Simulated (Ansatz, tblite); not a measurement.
# The cluster Ge19AsH30−: spin-state energies by level, part 2 of 2

Aim: set other spin states of the cluster Ge19AsH30− against its singlet, on many levels of theory.

Ansatz 0.2.0, Gaussian basis; as each input shows.

## 5. Triplet, PBE0-D4/def2-TZVP

start.molden holds the orbitals of an earlier run on this state, given as this run's starting guess.

Input file in.yaml:

```yaml
crystal:
  periodic: [false, false, false]
  atoms:
    - {symbol: Ge, position_ang: [1.167813, -3.890190, -1.361761]}
    - {symbol: Ge, position_ang: [-1.698547, 1.796556, -3.763844]}
    - {symbol: Ge, position_ang: [1.090696, -0.951065, -4.107492]}
    - {symbol: As, position_ang: [-1.609074, -1.201993, -1.024777]}
    - {symbol: Ge, position_ang: [-1.187800, 1.567640, 1.137824]}
    - {symbol: Ge, position_ang: [1.143199, -0.776275, 1.218792]}
    - {symbol: Ge, position_ang: [1.124753, 1.434854, -0.925784]}
    - {symbol: Ge, position_ang: [-1.652709, -0.982360, 4.111816]}
    - {symbol: Ge, position_ang: [1.248562, 1.826838, 4.200766]}
    - {symbol: Ge, position_ang: [-3.012962, 0.126168, -2.548013]}
    - {symbol: Ge, position_ang: [-2.881422, 0.431795, 2.543461]}
    - {symbol: Ge, position_ang: [-0.273613, -2.428637, -2.703809]}
    - {symbol: Ge, position_ang: [-0.176272, -2.308198, 2.682676]}
    - {symbol: Ge, position_ang: [2.544631, -2.561296, 0.176875]}
    - {symbol: Ge, position_ang: [-0.436187, 0.470232, -5.389855]}
    - {symbol: Ge, position_ang: [-0.136558, 3.060788, -2.352890]}
    - {symbol: Ge, position_ang: [2.536440, 0.504452, -2.766225]}
    - {symbol: Ge, position_ang: [-0.107125, 3.179240, 2.667322]}
    - {symbol: Ge, position_ang: [2.644386, 0.308204, 2.869930]}
    - {symbol: Ge, position_ang: [-0.273492, 0.449990, 5.544722]}
    - {symbol: H, position_ang: [2.025963, -4.784954, -2.315887]}
    - {symbol: H, position_ang: [0.257641, -4.867031, -0.550990]}
    - {symbol: H, position_ang: [-2.708706, 2.715439, -4.532119]}
    - {symbol: H, position_ang: [1.888761, -1.877146, -5.087972]}
    - {symbol: H, position_ang: [-2.657231, -2.342410, -0.974179]}
    - {symbol: H, position_ang: [-2.070101, 2.406759, 0.123495]}
    - {symbol: H, position_ang: [2.138153, 2.390795, -0.163870]}
    - {symbol: H, position_ang: [-2.593827, -1.857213, 5.008751]}
    - {symbol: H, position_ang: [2.088095, 2.715906, 5.181534]}
    - {symbol: H, position_ang: [-3.761865, -0.784502, -3.577438]}
    - {symbol: H, position_ang: [-4.107211, 0.795564, -1.657018]}
    - {symbol: H, position_ang: [-3.808019, -0.475289, 1.669839]}
    - {symbol: H, position_ang: [-3.830790, 1.416274, 3.311604]}
    - {symbol: H, position_ang: [-1.208008, -3.275571, -3.634941]}
    - {symbol: H, position_ang: [-1.065857, -3.255239, 1.811758]}
    - {symbol: H, position_ang: [0.720472, -3.250426, 3.560332]}
    - {symbol: H, position_ang: [3.129474, -3.565139, 1.231911]}
    - {symbol: H, position_ang: [3.766994, -2.030884, -0.636856]}
    - {symbol: H, position_ang: [-1.406396, -0.393660, -6.259327]}
    - {symbol: H, position_ang: [0.357466, 1.382246, -6.379575]}
    - {symbol: H, position_ang: [0.734236, 3.893619, -3.361319]}
    - {symbol: H, position_ang: [-0.973580, 4.102925, -1.545915]}
    - {symbol: H, position_ang: [3.109823, 1.570142, -3.766228]}
    - {symbol: H, position_ang: [3.758260, -0.337077, -2.284617]}
    - {symbol: H, position_ang: [0.829042, 4.171805, 1.907945]}
    - {symbol: H, position_ang: [-1.097747, 4.058834, 3.506238]}
    - {symbol: H, position_ang: [3.766204, 1.144834, 2.176192]}
    - {symbol: H, position_ang: [3.373854, -0.681636, 3.842872]}
    - {symbol: H, position_ang: [-1.189598, 1.355866, 6.432179]}
    - {symbol: H, position_ang: [0.545376, -0.435678, 6.540867]}
basis:
  gaussian: {orbitals: def2-TZVP, fitting: {mean_field: def2-universal-jkfit}, initial_orbitals: start.molden}
total_charge: -1
magnetization: {spin_polarized: true, initial_magnetization: 2}
hamiltonian: {xc: pbe0, dispersion: d4}
scf: {omitted_lower_state_checks: [starts]}
output: {orbitals: {seedname: orbitals}}
```

The run is started by

```
$ ansatz run in.yaml --threads 11 --pin off --events-out ev --progress --plain --max-ram 174080MiB --backend cuda --devices 0, --max-vram 75GiB
```

The program printed, shortened:

```text
Functional definition: PBE0
  name "PBE0"
  cite "Adamo & Barone, J. Chem. Phys. 110, 6158 (1999) doi:10.1063/1.478522"
  cite "Perdew, Burke & Ernzerhof, Phys. Rev. Lett. 77, 3865 (1996) doi:10.1103/PhysRevLett.77.3865"
  parent pbe
[...]
5860 factors; integrals over basis functions are off by at most 6.3e-1 eV
[...]
mean field -1135045.24845127 eV, -41712.1435192821 hartree, gradient 2.6e-5 eV, S^2 2.007007; 0 other end points of the search recorded, 0 dependent functions left out
reference -1135045.24853279 eV, -41712.1435222778 hartree; 337, 335 occupied and 803, 805 virtual orbitals, 5860 factors
Total energy: -1135048.43547503 eV, -41712.2606402450 hartree
Checks for a lower state left out: starts
```

Run time: 23 s. Hardware: 1 × H100 with 11 threads of AMD EPYC 7R13, shared host; peak host memory 1.8 GiB.

Report: HOMO -2.11 eV, LUMO -0.45 eV (over both spins); ⟨S²⟩ 2.007 (pure: 2.00).

## 6. Triplet, PBE-D4/def2-TZVP

in.yaml, as its differences from that of step 5:

```diff
@@ -57,3 +57,3 @@
 magnetization: {spin_polarized: true, initial_magnetization: 2}
-hamiltonian: {xc: pbe0, dispersion: d4}
+hamiltonian: {xc: pbe, dispersion: d4}
 scf: {omitted_lower_state_checks: [starts]}
```

Launched as before.

The program printed:

```text
Functional definition: PBE
  name "PBE"
  cite "Perdew, Burke & Ernzerhof, Phys. Rev. Lett. 77, 3865 (1996) doi:10.1103/PhysRevLett.77.3865"
  parent pbe
  parameter kappa = 0.804
  parameter beta = 0.06672455060314922
  exchange = pbe_x(kappa = kappa, mu = beta*pi^2/3)
  correlation = pbe_c(beta = beta)
these checks for a lower state are left out or cut short: starts
5860 factors; integrals over basis functions are off by at most 6.3e-1 eV
mean field evaluation 1: about -1135013.7067 eV, gradient 2.5e1 eV
mean field evaluation 2: about -1135014.7738 eV, gradient 1.3e0 eV
mean field evaluation 4: about -1135014.7503 eV, gradient 7.5e-2 eV
mean field evaluation 8: about -1135014.7504 eV, gradient 2.2e-5 eV
mean field -1135014.75037001 eV, -41711.0227354683 hartree, gradient 2.2e-5 eV, S^2 2.003474; 0 other end points of the search recorded, 0 dependent functions left out
reference -1135014.75047448 eV, -41711.0227393073 hartree; 337, 335 occupied and 803, 805 virtual orbitals, 5860 factors
Total energy: -1135018.23863776 eV, -41711.1509269435 hartree
Checks for a lower state left out: starts
```

Wall time 11 s (1 × H100 with 11 threads of AMD EPYC 7R13, shared host); peak host memory 1.8 GiB.

From the report: HOMO -1.41 eV, LUMO -1.16 eV (over both spins); ⟨S²⟩ 2.003 (pure: 2.00).

## 7. Triplet, r2SCAN-D4/def2-TZVP

in.yaml, as its differences from that of step 6:

```diff
@@ -57,3 +57,3 @@
 magnetization: {spin_polarized: true, initial_magnetization: 2}
-hamiltonian: {xc: pbe, dispersion: d4}
+hamiltonian: {xc: r2scan, dispersion: d4}
 scf: {omitted_lower_state_checks: [starts]}
```

Same command.

The program printed:

```text
Functional definition: r2SCAN
  name "r2SCAN"
  cite "Furness, Kaplan, Ning, Perdew & Sun, J. Phys. Chem. Lett. 11, 8208 (2020) doi:10.1021/acs.jpclett.0c02405"
  cite "Furness, Kaplan, Ning, Perdew & Sun, J. Phys. Chem. Lett. 11, 9248 (2020) doi:10.1021/acs.jpclett.0c03077"
  parent r2scan
  parameter k0 = 0.174
  parameter k1 = 0.065
  parameter a1 = 4.9479
  exchange = r2scan_x(k0 = k0, k1 = k1, a1 = a1)
  correlation = r2scan_c
these checks for a lower state are left out or cut short: starts
5860 factors; integrals over basis functions are off by at most 6.3e-1 eV
mean field evaluation 1: about -1135183.3730 eV, gradient 1.8e1 eV
mean field evaluation 2: about -1135183.8067 eV, gradient 5.6e-1 eV
mean field evaluation 4: about -1135183.8548 eV, gradient 4.9e-3 eV
mean field -1135183.85477778 eV, -41717.2372078306 hartree, gradient 1.7e-5 eV, S^2 2.009899; 0 other end points of the search recorded, 0 dependent functions left out
reference -1135183.85481418 eV, -41717.2372091684 hartree; 337, 335 occupied and 803, 805 virtual orbitals, 5860 factors
Total energy: -1135184.83572075 eV, -41717.2732568197 hartree
Checks for a lower state left out: starts
```

Wall time 12 s (1 × H100 with 11 threads of AMD EPYC 7R13, shared host); peak host memory 2.2 GiB.

Report: HOMO -1.60 eV, LUMO -0.96 eV (over both spins); ⟨S²⟩ 2.010 (pure: 2.00).

## 8. Triplet, r2SCAN0-D4/def2-TZVP

in.yaml, as its differences from that of step 7:

```diff
@@ -57,3 +57,3 @@
 magnetization: {spin_polarized: true, initial_magnetization: 2}
-hamiltonian: {xc: r2scan, dispersion: d4}
+hamiltonian: {xc: {name: r2SCAN0}, dispersion: d4}
 scf: {omitted_lower_state_checks: [starts]}
```

Same command.

The program printed, shortened:

```text
Functional definition: r2SCAN0
  name "r2SCAN0"
  cite "Bursch, Neugebauer, Ehlert & Grimme, J. Chem. Phys. 156, 134105 (2022) doi:10.1063/5.0086040"
  cite "Furness, Kaplan, Ning, Perdew & Sun, J. Phys. Chem. Lett. 11, 8208 (2020) doi:10.1021/acs.jpclett.0c02405"
  cite "Furness, Kaplan, Ning, Perdew & Sun, J. Phys. Chem. Lett. 11, 9248 (2020) doi:10.1021/acs.jpclett.0c03077"
  parent r2scan
[...]
5860 factors; integrals over basis functions are off by at most 6.3e-1 eV
[...]
mean field -1135173.76163027 eV, -41716.8662915011 hartree, gradient 2.4e-5 eV, S^2 2.014114; 0 other end points of the search recorded, 0 dependent functions left out
reference -1135173.76165898 eV, -41716.8662925561 hartree; 337, 335 occupied and 803, 805 virtual orbitals, 5860 factors
Total energy: -1135174.99595151 eV, -41716.9116519698 hartree
Checks for a lower state left out: starts
```

It took 25 s on 1 × H100 with 11 threads of AMD EPYC 7R13, shared host; peak host memory 2.1 GiB.

From the report: HOMO -2.29 eV, LUMO -0.32 eV (over both spins); ⟨S²⟩ 2.014 (pure: 2.00).

## 9. Triplet, MP2/def2-SVP

in.yaml, as its differences from that of step 8:

```diff
@@ -54,6 +54,6 @@
 basis:
-  gaussian: {orbitals: def2-TZVP, fitting: {mean_field: def2-universal-jkfit}, initial_orbitals: start.molden}
+  gaussian: {orbitals: def2-SVP, initial_orbitals: start.molden}
 total_charge: -1
 magnetization: {spin_polarized: true, initial_magnetization: 2}
-hamiltonian: {xc: {name: r2SCAN0}, dispersion: d4}
+correlation: {method: mp2}
 scf: {omitted_lower_state_checks: [starts]}
```

The command is unchanged.

The program printed, shortened:

```text
Functional definition: HF
  name "HF"
  cite "Fock, Z. Phys. 61, 126 (1930) doi:10.1007/BF01340294"
  parent pbe
[...]
7850 factors; integrals over basis functions are off by at most 1.2e-3 eV
[...]
mean field -1134132.84115078 eV, -41678.6131694408 hartree, gradient 2.0e-6 eV, S^2 2.029171; 0 other end points of the search recorded, 0 dependent functions left out
180 core orbitals not correlated: weight in the atoms' cores, before any rotation towards them, 1.000 or more for the frozen orbitals, at most 0.000 for the correlated occupied ones
reference -1134132.84115078 eV, -41678.6131694408 hartree; 157, 155 occupied and 453, 455 virtual orbitals, 7850 factors
second order -127.79115047 eV of doubles, -0.00000000 eV of singles
Total energy: -1134260.63230125 eV, -41683.3094076007 hartree
Checks for a lower state left out: starts
```

Run time: 26 s. Hardware: 1 × H100 with 11 threads of AMD EPYC 7R13, shared host; peak host memory 2.1 GiB.

Hartree-Fock HOMO -3.72 eV, LUMO 2.87 eV (over both spins); ⟨S²⟩ 2.029 (pure: 2.00).

## 10. Triplet less singlet

The singlet's energies are those of its earlier runs, whose logs aren't repeated here.

| level | triplet less singlet (eV) | time |
| --- | --- | --- |
| GFN1-xTB | +2.252 | 1 s |
| GFN2-xTB | +1.922 | 1.1 s |
| HF/def2-SVP | +2.049 |  |
| PBE-D4/def2-TZVP | +1.636 | 18 s |
| r2SCAN-D4/def2-TZVP | +1.770 | 20 s |
| PBE0-D4/def2-TZVP | +1.815 | 40 s |
| r2SCAN0-D4/def2-TZVP | +1.855 | 37 s |
| MP2/def2-SVP | +2.029 | 40 s |

Times add the two runs; a level without a time comes out of a correlated run. Tight binding without a spin term can't rank spin states.

## 11. Outcome

The summary covers parts 1 to 2.

```
                                      quantity                                      value
triplet less singlet, functionals in def2-TZVP  +1.636 (PBE-D4) to +1.855 eV (r2SCAN0-D4)
```

In words: All functionals put the triplet above the singlet, over a spread of 0.219 eV. The checks for a lower triplet were left out, so another state of that spin may lie lower. These are electronic energies, without zero-point motion, entropy or surroundings.
